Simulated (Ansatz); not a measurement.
What does this script print? It uses Ansatz 0.2.0, Python API.

The script, `lasb_fold.py`:
```python
'''A supercell of LaSb must give the energy of the small cell.'''

import ansatz as az
from ase import Atoms

atoms = Atoms(
    ['La', 'Sb'],
    scaled_positions=[
        [0.0, 0.0, 0.0],
        [0.5, 0.5, 0.5],
    ],
    cell=[
        [0.0, 3.245, 3.245],
        [3.245, 0.0, 3.245],
        [3.245, 3.245, 0.0],
    ],
    pbc=True,
)
cell = az.Crystal.from_ase(atoms)

# the mesh shrinks as the cell grows, so that all cells sample the same points
mesh = (4, 4, 4)
rows = []
for repeats in [(1, 1, 1), (1, 1, 2)]:
    calc = (
        cell.supercell(*repeats).calculation()
        .pseudopotentials('nc')
        .functional('pbesol')
        .occupations('fermi_dirac')
        .scf(tolerance=1e-05)
        .kpoints(*(k // n for k, n in zip(mesh, repeats)))
    )
    rep = calc.run(threads=1).report
    n = len(rep['lattice']['sites'])
    rows.append((repeats, n, rep['free_energy_ev'] / n, rep['fermi_energy_ev'], rep['n_kpoints'], rep['n_symmetry_ops']))
for row in rows:
    print('; '.join(f'{name} = {round(v, 4) if isinstance(v, float) else v}' for name, v in zip(['repeats', 'atoms', 'F/atom eV', 'Fermi level eV', 'k-points', 'symmetry operations'], row)))
```

```console
$ python lasb_fold.py
DeckWarning: basis.ecutwfc = 1496.626244 eV, auto-derived from the records' recommended cutoffs: set by La (normal level)
repeats = (1, 1, 1); atoms = 2; F/atom eV = -1713.8516; Fermi level eV = 9.8286; k-points = 8; symmetry operations = 48
repeats = (1, 1, 2); atoms = 4; F/atom eV = -1713.8516; Fermi level eV = 9.8284; k-points = 8; symmetry operations = 24
```
(Warnings from the package without file and line.)

Reading the output:
- The settings weren't tested for convergence.
- The mesh is modest for a metal, so energies can be off by several to tens of meV an atom and pressures by half a GPa or more; differences at equal mesh fare better.
- The structure is a deposited one; some such entries were measured under pressure or heat, so a shift against it needn't be the functional's error alone.
- The count of operations in a supercell holds its pure translations too, and an uneven repeat can lower the point group.
- Finished in 13 s on 1 thread of Arm Neoverse V2, with other jobs on the host, peak memory 0.76 GiB.
